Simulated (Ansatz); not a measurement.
# B4WC: one candidate structure

Where does B4WC go from the start given, MgInCu4 type (F-43m, No. 216)?

The COD entry's cell or inner coordinates are ideal or old and differ from later refinements, so a difference from it is no clean test against experiment.

Computed with Ansatz 0.2.0 (DFT PBE, scalar-relativistic, plane waves, PAW, unless a step's input says otherwise).

### Step 1. The system as given

Symmetry: F-43m, No. 216, cubic system. Conventional cell: a = 5.718 Å, b = 5.718 Å, c = 5.718 Å, α = 90.00°, β = 90.00°, γ = 90.00°. B (site symmetry 3m) has 6 B at 2.02 Å and 3 C at 2.37 Å and 3 W at 2.37 Å in its first shell of neighbours. W (site symmetry -43m) is surrounded by 12 B at 2.37 Å and 4 C at 2.48 Å. C (site symmetry -43m) is surrounded by 12 B at 2.37 Å and 4 W at 2.48 Å.

Coordinates:

```xyz
6
Lattice="0.0000 2.8588 2.8588 2.8588 0.0000 2.8588 2.8588 2.8588 0.0000" Properties=species:S:1:pos:R:3 pbc="T T T"
B     3.5735    2.1441    3.5735
B     3.5735    3.5735    2.1441
B     2.1441    2.1441    2.1441
B     2.1441    3.5735    3.5735
W     0.0000    0.0000    0.0000
C     4.2883    4.2883    4.2883
```

(A quick probe on a coarse mesh, which set the mesh and smearing, is not shown.)

### Step 3. Coarse relaxation

Contents of input.yaml:

```yaml
crystal:
  lattice:
    - [0.0, 2.8588359836, 2.8588359836]
    - [2.8588359836, 0.0, 2.8588359836]
    - [2.8588359836, 2.8588359836, 0.0]
  atoms:
    - { symbol: B, position: [0.375, 0.875, 0.375] }
    - { symbol: B, position: [0.375, 0.375, 0.875] }
    - { symbol: B, position: [0.375, 0.375, 0.375] }
    - { symbol: B, position: [0.875, 0.375, 0.375] }
    - { symbol: W, position: [0.0, 0.0, 0.0] }
    - { symbol: C, position: [0.75, 0.75, 0.75] }
basis:
  ecutwfc: 420
kpoints:
  mp_grid: { grid: [6, 6, 6] }
hamiltonian:
  xc: pbe
scf:
  occupations: { method: gaussian, width: 0.1 }
  lower_state_search: "off"
output:
  forces: true
  stress: true
  eigenvalues: true
relax:
  adjacent_minimum: "off"
  f_tol: 0.04
  max_steps: 70
  cell: { stress_tol: 0.4 }
```

Run with:

```bash
$ ansatz run input.yaml --threads 1 --pin off --max-ram 2560MiB --backend cpu --events-out ev --progress --plain --runs-dir out
```

Further runs follow: full relaxation.

What does the calculation give?

As calculated:

Formation energies count from the elements, computed with the same settings in runs not shown here.

| quantity | value |
| --- | --- |
| cell (conventional) | a = 5.684 Å, b = 5.684 Å, c = 5.684 Å, α = 90.00°, β = 90.00°, γ = 90.00° |
| space group | F-43m (No. 216) |
| volume | 7.65 Å³/atom |
| gap on the mesh | none (metal) |
| formation energy from the elements | +1.063 eV/atom |

**Reading.** The space group stayed F-43m, and from the first guess the volume went from 7.79 to 7.65 Å³/atom. The formation energy of +1.06 eV/atom is positive, so the elements lie lower than this structure; another structure of the compound can lie lower. The runs treat W without spin-orbit coupling.

Counted by bands, a gap of 0.03 eV stays open on the mesh in one run that reads as metallic: the smearing reaches across it.
